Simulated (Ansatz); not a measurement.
**AlBH4SSi: basis-set convergence**

How large a basis does AlBH4SSi need? Two functionals are run in growing sets.

Method: one geometry, several basis sets; program: Ansatz 0.2.0, Gaussian basis.

The runs, in order: PBE0-D4/def2-SVP; ωB97M-V/def2-SVP; PBE0-D4/def2-QZVPP; ωB97M-V/def2-QZVPP; the functionals' def2-TZVPP values are taken from earlier runs.

### 1 The relaxed structure

An earlier PBE0-D4 in a triple-zeta def2 set relaxation fixed the geometry.

SMILES `[BH2][Al]1[SiH2][S]1`, 8 atoms, charge 0, spin multiplicity 1.

Atoms are counted from 1 here; the program's logs count them from 0.

Bond lengths: B1–Al2 2.099 Å, B1–H5 1.196 Å, B1–H6 1.196 Å, Al2–Si3 2.337 Å, Al2–S4 2.189 Å, Si3–S4 2.181 Å, Si3–H7 1.487 Å, Si3–H8 1.487 Å. Angles: Al2–B1–H5 121.4°, Al2–B1–H6 121.4°, H5–B1–H6 117.2°, B1–Al2–Si3 165.2°, B1–Al2–S4 137.3°, Si3–Al2–S4 57.5°, Al2–Si3–S4 57.8°, Al2–Si3–H7 124.8°, Al2–Si3–H8 124.8°, S4–Si3–H7 112.8°, S4–Si3–H8 112.8°, H7–Si3–H8 109.1°, Al2–S4–Si3 64.7°.

### 2 PBE0-D4 in def2-SVP

Input file in.yaml:

```yaml
crystal:
  periodic: [false, false, false]
  atoms:
    - {symbol: B, position_ang: [-1.109471, 2.052972, -0.534926]}
    - {symbol: Al, position_ang: [-0.109574, 0.240627, -0.187996]}
    - {symbol: Si, position_ang: [0.867980, -1.652602, 0.772815]}
    - {symbol: S, position_ang: [0.898275, -1.295235, -1.378547]}
    - {symbol: H, position_ang: [-2.291728, 2.087665, -0.711472]}
    - {symbol: H, position_ang: [-0.527561, 3.097631, -0.525468]}
    - {symbol: H, position_ang: [2.229306, -1.695946, 1.368506]}
    - {symbol: H, position_ang: [0.134973, -2.892311, 1.141289]}
basis:
  gaussian: {orbitals: def2-SVP}
hamiltonian: {xc: pbe0, dispersion: d4}
output: {orbitals: {seedname: orbitals}}
```

Started as:

```console
> ansatz run in.yaml --threads 2 --pin off --events-out ev --progress --plain --max-ram 4352MiB
```

After this run come: ωB97M-V in def2-SVP; PBE0-D4 in def2-QZVPP; ωB97M-V in def2-QZVPP.

Q: Predict the results of all the runs planned. Wanted: PBE0-D4: double and triple zeta above quadruple; ωB97M-V: double and triple zeta above quadruple.

The runs gave:

| quantity | value |
| --- | --- |
| PBE0-D4: double and triple zeta above quadruple | 10.43, 0.82 eV |
| ωB97M-V: double and triple zeta above quadruple | 10.43, 0.78 eV |

For PBE0-D4 the step from double to triple zeta gains 9.61 eV and the next only 0.82 eV. These are total energies; as a rule much of such shifts cancels in differences, which this series doesn't test.
